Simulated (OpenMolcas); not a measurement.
# One shape, several levels: doublet [InHCl2]−

Aim: a comparison of 6 runs (UHF/3-21G, UHF/def2-SVPD, U-revPBE/def2-SVPD, UBLYP/def2-SVPD, UPBE/def2-SVPD, ROMP2/def2-SVPD) of doublet [InHCl2]−. 

The results are computed with OpenMolcas 26.06.

## Step 1: The system as given

[InHCl2]− has 4 atoms, charge -1, and is taken as a doublet. SMILES of the parent species: `[H][In]([Cl])[Cl]`. The shape comes from GFN2-xTB, which is rough for such elements, and wasn't checked as a minimum. That shape belongs to the parent species and isn't relaxed for this state.

Bond lengths: In1–Cl2 2.286 Å, In1–Cl3 2.286 Å, In1–H4 1.709 Å. Angles: Cl2–In1–Cl3 113.5°, Cl2–In1–H4 123.2°, Cl3–In1–H4 123.2°.

## Step 2: The energy at UHF/3-21G (run 1)

geom.xyz reads:

```xyz
4

In    -0.101990    -0.171200     0.000100
Cl     2.182270    -0.073550     0.013530
Cl    -1.103820     1.883910    -0.015020
H     -0.976460    -1.639160     0.001390
```

run.inp reads:

```
* Cl2HIn Hartree-Fock

&GATEWAY
  BASLIB=$CurrDir
  COORD=geom.xyz
  BASIS=3-21G
  GROUP=NoSym

&SEWARD

&SCF
  UHF
  CHARGE=-1
  SPIN=2
  THRESHOLDS=1e-10 1e-07 1e-07 1e-05
  PRORBITALS=0
```

The basis set 3-21G is read from a file made from the Basis Set Exchange's data (not shown).

Run with:

```
export MOLCAS_MEM=1860
pymolcas run.inp > run.log
```

The log of the run:

```text
--- Start Module: gateway ---
[...]
--- Stop Module: gateway /rc=_RC_ALL_IS_WELL_ ---
--- Start Module: seward ---
[...]
      Basis functions           59
--- Stop Module: seward /rc=_RC_ALL_IS_WELL_ ---
[...]
--- Start Module: scf ---
[...]
       Convergence after  22 Iterations
[...]
::    Total SCF energy                              -6630.0213549424
[...]
      Total spin, S                                     0.5107980132
[...]
      Total electronic charge=   85.000000
      Total            charge=   -1.000000
[...]
      Dipole Moment (debye):
      Origin of the operator (angstrom)=    0.1346    0.2259   -0.0002
                   X= -8.2208E-01               Y= -1.3797E+00               Z=  2.7046E-03           Total=  1.6061E+00
      Center of Charge (angstrom)
[...]
--- Stop Module: scf /rc=_RC_ALL_IS_WELL_ ---
[...]
```

It took 3.6 s on 1 thread of Arm Neoverse V1, shared host; peak memory 0.39 GiB.

## Step 3: The energy at UHF/def2-SVPD (core potential) (run 2)

struct.xyz reads:

```xyz
4

In    -0.101990    -0.171200     0.000100
Cl     2.182270    -0.073550     0.013530
Cl    -1.103820     1.883910    -0.015020
H     -0.976460    -1.639160     0.001390
```

test.input reads:

```
&GATEWAY
  BASLIB=$CurrDir
  COORD=struct.xyz
  BASIS=def2-SVPD
  GROUP=NoSym

&SEWARD

&SCF
  UHF
  CHARGE=-1
  SPIN=2
  THRESHOLDS=1e-10 1e-07 1e-07 1e-05
  PRORBITALS=0
```

The basis set def2-SVPD is read from a file made from the Basis Set Exchange's data (not shown).

Run with:

```
export MOLCAS_MEM=1860
pymolcas test.input > test.log
```

The log of the run:

```text
--- Start Module: gateway ---
[...]
--- Stop Module: gateway /rc=_RC_ALL_IS_WELL_ ---
--- Start Module: seward ---
[...]
      Basis functions           94
--- Stop Module: seward /rc=_RC_ALL_IS_WELL_ ---
[...]
--- Start Module: scf ---
[...]
       Convergence after  35 Iterations
[...]
::    Total SCF energy                              -1108.6050523995
[...]
      Total spin, S                                     0.5135107489
[...]
      Total electronic charge=   57.000000
      Total            charge=   -1.000000
[...]
      Dipole Moment (debye):
      Origin of the operator (angstrom)=    0.1346    0.2259   -0.0002
                   X=  1.8125E-02               Y=  3.0882E-02               Z=  7.7636E-03           Total=  3.6641E-02
      Center of Charge (angstrom)
[...]
--- Stop Module: scf /rc=_RC_ALL_IS_WELL_ ---
[...]
```

Wall time 16 s (1 thread of Arm Neoverse V1, shared host); peak memory 0.52 GiB.

## Step 4: The energy at U-revPBE/def2-SVPD (core potential) (run 3)

mol.input reads:

```
>>> EXPORT MOLCAS_PRINT=2

&GATEWAY
  BasLib
  $CurrDir
  Coord
  4
  angstrom
  In      -0.101990      -0.171200       0.000100
  Cl       2.182270      -0.073550       0.013530
  Cl      -1.103820       1.883910      -0.015020
  H       -0.976460      -1.639160       0.001390
  Basis
  def2-SVPD
  Group
  NoSym

&SEWARD
  GridInput
  Grid=UltraFine
  End of Grid

&SCF
  UHF
  Charge
  -1
  Spin
  2
  KSDFT
  revPBE
  Thresholds
  1e-10 1e-07 1e-07 1e-05
  PrOrbitals
  1 1
```

The basis set def2-SVPD is read from a file made from the Basis Set Exchange's data (not shown).

Run with:

```
export MOLCAS_MEM=1860
pymolcas mol.input > mol.log
```

The log of the run:

```text
--- Start Module: gateway ---
[...]
--- Stop Module: gateway /rc=_RC_ALL_IS_WELL_ ---
--- Start Module: seward ---
[...]
      Basis functions           94
--- Stop Module: seward /rc=_RC_ALL_IS_WELL_ ---
[...]
--- Start Module: scf ---
[...]
       Convergence after  31 Iterations
[...]
::    Total KS-DFT energy                           -1110.8313998190
[...]
      Total spin, S                                     0.5017732617
[...]
      Total electronic charge=   57.000000
      Total            charge=   -1.000000
[...]
      Dipole Moment (debye):
      Origin of the operator (angstrom)=    0.1346    0.2259   -0.0002
                   X= -7.4341E-02               Y= -1.2445E-01               Z=  1.4595E-03           Total=  1.4497E-01
      Center of Charge (angstrom)
[...]
--- Stop Module: scf /rc=_RC_ALL_IS_WELL_ ---
[...]
```

Run time: 52 s. Hardware: 1 thread of Arm Neoverse V1, shared host; peak memory 0.52 GiB.

Runs 4 to 5 aren't shown in full; the table further down has their settings and results.

## Step 5: A single-point energy at ROMP2/def2-SVPD (core potential) (run 6)

mol.xyz reads:

```xyz
4

In    -0.101990    -0.171200     0.000100
Cl     2.182270    -0.073550     0.013530
Cl    -1.103820     1.883910    -0.015020
H     -0.976460    -1.639160     0.001390
```

mol.input reads:

```
* Cl2HIn ROMP2

&gateway
 baslib = $CurrDir
 coord = mol.xyz
 basis = def2-SVPD
 group = NoSym

&seward

&scf
 uhf
 charge = -1
 spin = 2
 thresholds = 1e-10 1e-07 1e-07 1e-05
 prorbitals = 1 1

&rasscf
 fileorb = $Project.UnaOrb
 spin = 2
 nactel = 1 0 0
 inactive = 28
 ras2 = 1
 outorbitals = Canonical
 orblisting = Nothing

&caspt2
 ipea = 0.0
 frozen = 14
```

The basis set def2-SVPD is read from a file made from the Basis Set Exchange's data (not shown).

Run with:

```
export MOLCAS_MEM=1860
pymolcas mol.input > mol.log
```

The log of the run:

```text
--- Start Module: gateway ---
[...]
--- Stop Module: gateway /rc=_RC_ALL_IS_WELL_ ---
[...]
      Basis functions           94
[...]
       Convergence after  35 Iterations
[...]
::    Total SCF energy                              -1108.6050523995
[...]
      Total spin, S                                     0.5135107489
[...]
--- Start Module: rasscf ---
[...]
      Number of active orbitals                  1
[...]
      Spin quantum number                      0.5
[...]
      Active orbitals                            1
[...]
      Number of CSFs                             1
[...]
      Number of root(s) required                 1
[...]
      Convergence after 12 iterations
[...]
      printout of CI-coefficients larger than  0.05 for root  1
      energy=   -1108.601824
      conf/sym  1     Coeff  Weight
             1  u   1.00000 1.00000
      Natural orbitals and occupation numbers for root  1
      sym 1:   1.000000
      ************************************************************************************************************************
      *                                                    Final results                                                     *
[...]
::    RASSCF root number  1 Total energy:  -1108.60182422
[...]
      Total electronic charge=   57.000000
      Total            charge=   -1.000000
[...]
      Dipole Moment (debye):
      Origin of the operator (angstrom)=    0.1346    0.2259   -0.0002
                   X=  7.6991E-02               Y=  1.2982E-01               Z=  1.6172E-02           Total=  1.5180E-01
      Center of Charge (angstrom)
[...]
--- Stop Module: rasscf /rc=_RC_ALL_IS_WELL_ ---
[...]
--- Start Module: caspt2 ---
[...]
      E2 (Variational):          -0.3947659862
      Total energy:           -1108.9965902088
[...]
      Reference weight:           0.85349
[...]
::    CASPT2 Root  1     Total energy:  -1108.99659021
[...]
```

It took 24 s on 1 thread of Arm Neoverse V1, shared host; peak memory 0.52 GiB.

## Step 6: The series

| run | level | integration grid | frozen core orbitals | energy (Eh) | HOMO energy (eV) | LUMO energy (eV) | ⟨S²⟩ | wall time |
| --- | --- | --- | --- | --- | --- | --- | --- | --- |
| 1 | UHF/3-21G | – | – | -6630.021355 | -0.22 | 6.02 | 0.772 | 3.6 s |
| 2 | UHF/def2-SVPD (core potential) | – | – | -1108.605052 | -0.25 | 4.33 | 0.777 | 16 s |
| 3 | U-revPBE/def2-SVPD (core potential) | UltraFine | – | -1110.831400 | 2.01 | 2.12 | 0.754 | 52 s |
| 4 | UBLYP/def2-SVPD (core potential) | UltraFine | – | -1110.894123 | 1.96 | 2.04 | 0.752 | 54 s |
| 5 | UPBE/def2-SVPD (core potential) | UltraFine | – | -1110.575914 | 1.99 | 2.08 | 0.753 | 62 s |
| 6 | ROMP2/def2-SVPD (core potential) | – | 14 | -1108.996590 | – | – | – | 24 s |

## Step 7: Summary of results

| quantity | value |
| --- | --- |
| run 6: total energy | -1108.99659 Eh |

What this shows: Totals of different functionals can't be ranked against each other. Some runs of one species differ in core potentials or relativity; totals across that change don't compare. In runs 3, 4, 5 the HOMO lies above zero, so the outermost electron may be held by the basis alone. In run 1 relativity is left out where basis or elements ask for it. All runs together took 3.5 min, the longest 62 s.
